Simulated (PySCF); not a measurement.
# Zr(OH)₂: relaxation and vibrations of the triplet

Where does triplet Zr(OH)₂ go from a PBE minimum start, is the end point a minimum, and what are its modes, charges and moments?

The runs use PySCF 2.14.0; PBE, basis Zr def2-SVP with ECP28, O def2-SVP, H def2-SVP, scalar-relativistic core potentials, no spin–orbit coupling, density fitting.

## (1) Starting geometry

5 atoms, charge 0, spin multiplicity 3.

Bond lengths: Zr1–O2 1.942 Å, Zr1–O3 1.942 Å, O2–H4 0.967 Å, O3–H5 0.967 Å. Angles: O2–Zr1–O3 148.4°, Zr1–O2–H4 162.4°, Zr1–O3–H5 162.4°.

```xyz
5
charge 0 multiplicity 3
Zr    0.0000    0.0000   -0.1538
O    -1.8689    0.0000    0.3752
O     1.8689    0.0000    0.3752
H    -2.6763    0.0000    0.9078
H     2.6763    0.0000    0.9078
```

## (2) The SCF at the typed geometry

One driver script runs all steps and calls PySCF; scf.py shows how it sets up the SCF of each step. The optimiser is the driver's own. After this first run the driver tries any further starts and a stability analysis.

Contents of scf.py:

```python
from pyscf import gto, scf, dft
mol = gto.M(atom='''
Zr    -0.000000     0.000000    -0.153850
O     -1.868870    -0.000000     0.375190
O      1.868870    -0.000000     0.375190
H     -2.676350     0.000000     0.907810
H      2.676350     0.000000     0.907810''',
    basis={'Zr': 'def2-SVP', 'O': 'def2-SVP', 'H': 'def2-SVP'},
    ecp={'Zr': 'def2-SVP'},
    charge=0, spin=2)
mf = dft.UKS(mol, xc='PBE')
mf.grids.atom_grid = (50, 194)
aux = {'Zr': 'def2-universal-JKFIT', 'O': 'def2-universal-JKFIT', 'H': 'def2-universal-JKFIT'}
mf = mf.density_fit(auxbasis=aux)
mf.conv_tol = 1e-08
mf.diis_space = 10
mf.max_cycle = 60
mf.init_guess = 'minao'
mf.verbose = 4
mf.kernel()
```

Run with:

```console
OMP_NUM_THREADS=2 python axn.py task.json out
```

Standard output:

```text
init E= -192.460205733228
[... the frontier-level lines of each cycle are left out ...]
cycle= 1 E= -197.951635135527  delta_E= -5.49  |g|= 0.887  |ddm|= 3.05
cycle= 2 E= -197.117351941682  delta_E= 0.834  |g|= 1.48  |ddm|= 3.53
cycle= 3 E= -198.476023914756  delta_E= -1.36  |g|= 0.127  |ddm|=    3
cycle= 4 E= -198.457554092677  delta_E= 0.0185  |g|= 0.236  |ddm|= 0.339
cycle= 5 E= -198.483322386044  delta_E= -0.0258  |g|= 0.0301  |ddm|= 0.236
cycle= 6 E= -198.483797390473  delta_E= -0.000475  |g|= 0.0087  |ddm|= 0.0421
cycle= 7 E= -198.483839706272  delta_E= -4.23e-05  |g|= 0.00163  |ddm|= 0.014
cycle= 8 E= -198.483841392319  delta_E= -1.69e-06  |g|= 0.000236  |ddm|= 0.00356
cycle= 9 E= -198.483841439498  delta_E= -4.72e-08  |g|= 4.57e-05  |ddm|= 0.000413
cycle= 10 E= -198.483841442274  delta_E= -2.78e-09  |g|= 1.13e-05  |ddm|= 0.000104
Extra cycle  E= -198.483841442203  delta_E= 7.11e-11  |g|= 1.98e-05  |ddm|= 3.72e-05
converged SCF energy = -198.483841442203  <S^2> = 2.0040468  2S+1 = 3.0026966
```

This step, with its further starts and checks, ran for 12 s (2 threads of Arm Neoverse V1, shared host).

The starts that the driver tried:

```csv
start,energy (Eh)
the minimal-basis guess,-198.483841
a thermally smeared density,-198.483841
a smeared PBE density,-198.483384
```

No lower solution of this spin turned up from the other starts or in the test of internal stability.

## (3) Relaxation: PBE minimum start, triplet

The program finds C2v symmetry in the start, which this walk keeps.

scf.py, as its differences from that of step 2:

```diff
@@ -3,5 +3,5 @@
-Zr    -0.000000     0.000000    -0.153850
-O     -1.868870    -0.000000     0.375190
-O      1.868870    -0.000000     0.375190
-H     -2.676350     0.000000     0.907810
-H      2.676350     0.000000     0.907810''',
+Zr     0.000000     0.000000    -0.153852
+O     -1.868870     0.000000     0.375188
+O      1.868870     0.000000     0.375188
+H     -2.676350     0.000000     0.907808
+H      2.676350     0.000000     0.907808''',
@@ -18 +17,0 @@
-mf.init_guess = 'minao'
```

Energy and gradient, step by step:

```csv
step,energy (Eh),change (kJ/mol),largest symmetric gradient (Eh/bohr)
0,-198.483841,0.00,0.00061
1,-198.483845,-0.01,0.00055
2,-198.483867,-0.07,0.00029
3,-198.483868,-0.07,0.00018
```

The walk took 5.9 s.

Geometry (Å) and forces (eV/Å) at some steps:

```
step 0
Zr   0.000   0.000  -0.154   0.000   0.000   0.031
O   -1.869   0.000   0.375  -0.008   0.000  -0.017
O    1.869   0.000   0.375   0.008   0.000  -0.017
H   -2.676   0.000   0.908  -0.002   0.000   0.002
H    2.676   0.000   0.908   0.002   0.000   0.002
step 1
Zr   0.000   0.000  -0.151   0.000   0.000   0.029
O   -1.870   0.000   0.375  -0.009   0.000  -0.013
O    1.870   0.000   0.375   0.009   0.000  -0.013
H   -2.678   0.000   0.907   0.001   0.000  -0.001
H    2.678   0.000   0.907  -0.001   0.000  -0.001
step 2
Zr   0.000   0.000  -0.124   0.000   0.000  -0.003
O   -1.879   0.000   0.373   0.015   0.000   0.004
O    1.879   0.000   0.373  -0.015   0.000   0.004
H   -2.693   0.000   0.895  -0.009   0.000  -0.003
H    2.693   0.000   0.895   0.009   0.000  -0.003
step 3
Zr   0.000   0.000  -0.124   0.000   0.000  -0.004
O   -1.879   0.000   0.373   0.004   0.000   0.009
O    1.879   0.000   0.373  -0.004   0.000   0.009
H   -2.694   0.000   0.895  -0.002   0.000  -0.007
H    2.694   0.000   0.895   0.002   0.000  -0.007
```

End point (C2v, 3 steps, 0.1 kJ/mol gained): O–H 0.967 Å (×2), Zr–O 1.944 Å (×2); H–O–Zr 162.2° (×2), O–Zr–O 150.4°.

## (4) Hessian and properties

The point is checked on the finer grid, and tightened if its gradient asks for it. The Hessian and the dipole derivatives come from central differences of analytic gradients, with steps of 0.02 bohr.

scf.py, as its differences from that of step 3:

```diff
@@ -3,5 +3,5 @@
-Zr     0.000000     0.000000    -0.153852
-O     -1.868870     0.000000     0.375188
-O      1.868870     0.000000     0.375188
-H     -2.676350     0.000000     0.907808
-H      2.676350     0.000000     0.907808''',
+Zr     0.000000     0.000000    -0.174487
+O     -1.868954     0.000000     0.354021
+O      1.868954     0.000000     0.354021
+H     -2.676807     0.000000     0.886145
+H      2.676807     0.000000     0.886145''',
@@ -12 +12 @@
-mf.grids.atom_grid = (50, 194)
+mf.grids.atom_grid = (75, 302)
@@ -15 +15 @@
-mf.conv_tol = 1e-08
+mf.conv_tol = 1e-10
```

The driver hands on the density of the step before, so the log starts near convergence.

Log of the central SCF (cycles and frontier levels):

```text
init E= -198.483967848209
[... the frontier-level lines of each cycle are left out ...]
cycle= 1 E= -198.483967848207  delta_E= 1.53e-12  |g|= 2.33e-06  |ddm|= 2.67e-06
Extra cycle  E= -198.483967848189  delta_E= 1.87e-11  |g|= 6.82e-06  |ddm|= 6.58e-06
converged SCF energy = -198.483967848189  <S^2> = 2.0040507  2S+1 = 3.0026993
```

The whole step took 64 s.

Geometry: C2v; O–H 0.967 Å (×2), Zr–O 1.942 Å (×2); H–O–Zr 162.4° (×2), O–Zr–O 148.4°.

Modes, for the most abundant isotopes:

```json
{"symmetry": "a1", "ω (cm⁻¹)": "98", "IR (km/mol)": "4.5", "μ (u)": "4.60"}
{"symmetry": "b1", "ω (cm⁻¹)": "383", "IR (km/mol)": "154", "μ (u)": "1.27"}
{"symmetry": "a1", "ω (cm⁻¹)": "413", "IR (km/mol)": "104", "μ (u)": "1.24"}
{"symmetry": "a2", "ω (cm⁻¹)": "444", "IR (km/mol)": "0.0", "μ (u)": "1.13"}
{"symmetry": "b2", "ω (cm⁻¹)": "450", "IR (km/mol)": "95.8", "μ (u)": "1.16"}
{"symmetry": "a1", "ω (cm⁻¹)": "680", "IR (km/mol)": "18.7", "μ (u)": "8.11"}
{"symmetry": "b2", "ω (cm⁻¹)": "693", "IR (km/mol)": "167", "μ (u)": "9.13"}
{"symmetry": "b2", "ω (cm⁻¹)": "3851", "IR (km/mol)": "308", "μ (u)": "1.07"}
{"symmetry": "a1", "ω (cm⁻¹)": "3853", "IR (km/mol)": "95.2", "μ (u)": "1.07"}
```

No imaginary mode, so this is a minimum.

Properties at this point:

```yaml
Dipole_moment: 1.48 D
Highest_occupied_level: -3.14 eV
Lowest_empty_level: -2.51 eV
Rotational_constants: 2.037, 0.1336, 0.1254 cm⁻¹
Zero-point_energy: 65.0 kJ/mol
Principal_polarisabilities: 66.5, 84.0, 89.4 bohr³
Atomisation_energy_without_zero-point_energy: 2026 kJ/mol
Principal_traceless_quadrupole_moments_about_the_centre_of_mass: -6.30, -0.79, 7.09 D Å
Entropy_at_298.15_K_and_1_bar_electronic_part_spin_only: 302.3 J/(mol K)
Heat_capacity_Cp_at_298.15_K: 72.4 J/(mol K)
Enthalpy_at_298.15_K_above_0_K: 15.51 kJ/mol
Rotational_symmetry_number: 2
Spin_squared_⟨S²⟩: 2.004
```

Populations by atom (charges in e):

| atom | Mulliken | Löwdin | polar tensor | spin (Mulliken) | Mayer order to Zr1 |
| --- | --- | --- | --- | --- | --- |
| Zr1 | 0.37 | 0.02 | 0.80 | 2.09 | – |
| O2,3 | -0.37 | -0.11 | -0.72 | -0.04 | 1.32 |
| H4,5 | 0.18 | 0.10 | 0.32 | 0.00 | 0.05 |

Outer orbital energies (eV). α occupied: -12.36, -10.80, -7.74, -7.74, -7.20, -7.16, -3.74, -3.14; empty: -2.51, -0.76, -0.57, -0.55. β occupied: -23.30, -22.78, -12.32, -10.78, -7.71, -7.68, -7.20, -7.14; empty: -2.35, -1.65, -1.17, -0.19.

Mulliken populations on Zr1 (outside its core potential): s 2.81, p 6.32, d 2.42, f 0.08.

## (5) What came out

```
                                          quantity                                                                                      value
                                           minimum                                                                               triplet, C2v
                                          geometry                     O–H 0.967 Å (×2), Zr–O 1.942 Å (×2); H–O–Zr 162.4° (×2), O–Zr–O 148.4°
                                wavenumbers (cm⁻¹)  98 (a1), 383 (b1), 413 (a1), 444 (a2), 450 (b2), 680 (a1), 693 (b2), 3851 (b2), 3853 (a1)
                                     dipole moment                                                                                     1.48 D
highest occupied, lowest empty level (either spin)                                                                            -3.14, -2.51 eV
                        polar-tensor charge of Zr1                                                                                    +0.80 e
                                 zero-point energy                                                                                65.0 kJ/mol
                               entropy at 298.15 K                                                                            302.3 J/(mol K)
         atomisation energy (no zero-point energy)                                                                                2026 kJ/mol
                                              ⟨S²⟩                                                                                      2.004
```

What this shows: The PBE minimum start keeps its C2v symmetry and ends in a minimum. In the infrared the band at 3851 cm⁻¹ (b2) leads. Most of the spin sits on Zr1 (Mulliken spin 2.09, against 2 for the whole molecule). Other starts or spin states, not run here, may lie lower. One determinant may miss the lowest occupation of an open d or f shell.

The search up to here took 81 s.
